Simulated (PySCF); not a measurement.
# [WN2]-: rigid scans about the minimum

Aim: map the energy of doublet [WN2]- about its B3LYP minimum, with rigid distortions.

Computed with PySCF 2.14.0. Level: B3LYP, basis W def2-SVPD with ECP60, N def2-SVPD, scalar-relativistic core potentials, no spin–orbit coupling, density fitting.

## Step 1: Starting geometry

3 atoms, charge -1, spin multiplicity 2.

Bond lengths: W1–N2 1.736 Å, W1–N3 1.736 Å. Angles: N2–W1–N3 99.0°.

Z-matrix (Å, degrees; charge -1 multiplicity 2):
```
W
N  1 1.7363
N  1 1.7363 2 98.98
```

## Step 2: Real-space pictures of the lowest minimum

The plane holds W1 at (0.00, 0.00), N2 at (1.74, 0.00), N3 at (-0.27, 1.72) Å. Columns run from x = -2.25 to 4.05 Å, rows from y = 4.05 (top) to -1.95 Å, in steps of 0.3 Å. Electrons inside core potentials are absent.

Density (cut at 5 e/Å³):

Ten steps from '0' (0.000 e/Å³) to '9' (5.000 e/Å³), finer at the low end (step k begins (100^(k/10) - 1)/99 of the way up):
```
0000000000000000000000
0000000000000000000000
0000000000000000000000
0000011110000000000000
0001123321100000000000
0001345543100000000000
0012467764210000000000
0013579985310000000000
0013589986321000000000
0013579986422111000000
0012467875433332110000
0012357886555654310000
0012469999767886421000
0012489229879998531000
0012489229879998531000
0012469999767886421000
0012346886555654310000
0011234444333332110000
0001122222211111000000
0000111111111000000000
0000001100000000000000
```

ELF (0 where the density is under 0.005 e/Å³):

Ten even steps from '0' (0.00) to '9' (0.93):
```
0000000000000000000000
0000003300000000000000
0002466653100000000000
0024677765310000000000
0135788886420000000000
0246899998520000000000
0247999998620000000000
0247992178620000000000
0247873968520001100000
0136886687421223332000
0124677764224566654200
0112223553247888876400
1111258888368689987630
1111389008577519997640
3211389008577519997640
4321258998368689987530
6532125885247889876400
7654212332135677654200
8876421111123444432000
8887643211112222110000
7898764321100000000000
```

Highest occupied orbital at -0.14 eV (sign arbitrary; one member if degenerate):

Ten even steps from '0' (-0.49 Å^-3/2) to '9' (0.14 Å^-3/2):
```
7777777777777777777777
7777777777777777777777
7777777777777777777777
7777777777777777777777
7777777777777777777777
7777777777777777777777
7777777667777777777777
8887777667777777777777
8888777766777777777777
8888776567777777777777
8888776667777777777777
8888764467777777777777
8888741246776666777777
8998740674566666777777
8999850661456777777777
9999973101466777777777
9999987545677777777777
9999999877788877777777
8999999998888888777777
8999999999888888777777
8899999998888888777777
```

Values on the line from W1 (at 0) through N2 (at 1.736 Å):

```
distance (Å)  density (e/Å³)    ELF  electrostatic potential (V)  spin density (e/Å³)
        0.78            2.23  0.474                         36.1              -0.0311
        0.95            1.79  0.527                         19.7             -0.00714
        1.13            2.25  0.789                         21.2               0.0322
        1.30            3.34  0.731                         48.7                0.102
        1.48            5.72  0.116                          146                0.177
        1.65             147  0.997                          770                0.193
        1.91            19.3  0.475                          286                0.187
        2.08            3.85   0.45                         79.5                0.163
        2.26            2.18  0.904                           24                0.079
        2.43            1.11  0.935                         4.34               0.0333
        2.60           0.533  0.919                        -2.91               0.0134
        2.78           0.246  0.875                        -5.47              0.00471
```

Making the fields needed 0.7 s of wall time on 2 threads of Arm Neoverse V2, shared host.

## Step 3: Breathing scan

One driver script runs all scans and calls PySCF for each point, on a (75, 302) grid.

Run with:

```console
$ OMP_NUM_THREADS=2 python axn.py task.json out
```

A rigid scan with B3LYP: all bonds to the central atom are scaled together. Each point starts from its neighbour's orbitals, and energies count from the minimum. Dipoles of the ion refer to the centre of mass.

```
scale of all bonds to the centre  energy (kJ/mol)  dipole size (D)  ⟨S²⟩
                            0.88            306.3             0.93  0.77
                            0.92            120.7             1.64  0.77
                            0.96             26.8             2.23  0.78
                            1.00              0.0             2.74  0.79
                            1.04             21.0             3.17  0.83
                            1.08             74.8             3.51  0.90
                            1.14            189.7             3.72  1.27
                            1.22            356.0             3.50  2.16
                            1.35            584.7             3.08  3.33
```

The scan took 12 s.

⟨S²⟩ grows along the scan: the determinant mixes in higher spin as the pair uncouples.

## Step 4: Stretching one bond

A rigid scan with B3LYP: the bond from W to the last atom (N) is scaled and the rest held.

```
scale of one bond  energy (kJ/mol)  dipole size (D)  ⟨S²⟩
             0.92             48.7             2.26  0.78
             0.96             10.6             2.50  0.78
             1.00              0.0             2.74  0.79
             1.05             12.1             3.02  0.81
             1.12             56.2             3.33  0.86
             1.20            122.6             3.45  1.08
             1.35            236.2             3.18  1.78
             1.55            337.4             3.13  2.27
             1.80            405.1             3.16  2.55
             2.20            447.2             3.04  2.69
```

The scan took 20 s.

⟨S²⟩ grows along the scan: the determinant mixes in higher spin as the pair uncouples.

## Step 5: Bending curve

A rigid scan with B3LYP: the N–W–N angle changes, with bonds held.

```
bond angle (°)  energy (kJ/mol)  dipole size (D)  ⟨S²⟩
            80             51.8             3.28  0.79
            90             10.4             3.03  0.79
           100              0.1             2.70  0.79
           110             12.9             2.34  0.80
           120             44.6             1.99  0.84
           130             91.7             1.69  0.99
           140            150.3             1.50  1.24
           150            216.7             1.42  1.47
           160            284.7             1.39  1.65
           170            343.4             1.13  1.75
           180            370.1             0.00  1.76
```

The scan took 20 s.

Spin contamination is strong at some points.

## Step 6: Summary of results

| quantity | value |
| --- | --- |
| all bonds 4 % longer | 21.0 kJ/mol |
| one bond 20 % longer | 122.6 kJ/mol |
| linear shape, bonds held | 370.1 kJ/mol |

**Reading.** The well is lopsided, 26.8 kJ/mol for 4 % shorter bonds against 21.0 for 4 % longer ones. Held rigid otherwise, the linear shape costs 370 kJ/mol. This is the lowest SCF solution found for this spin; with open d or f shells other occupations or spin states may lie lower. With an element this heavy the missing spin–orbit coupling can shift these numbers.
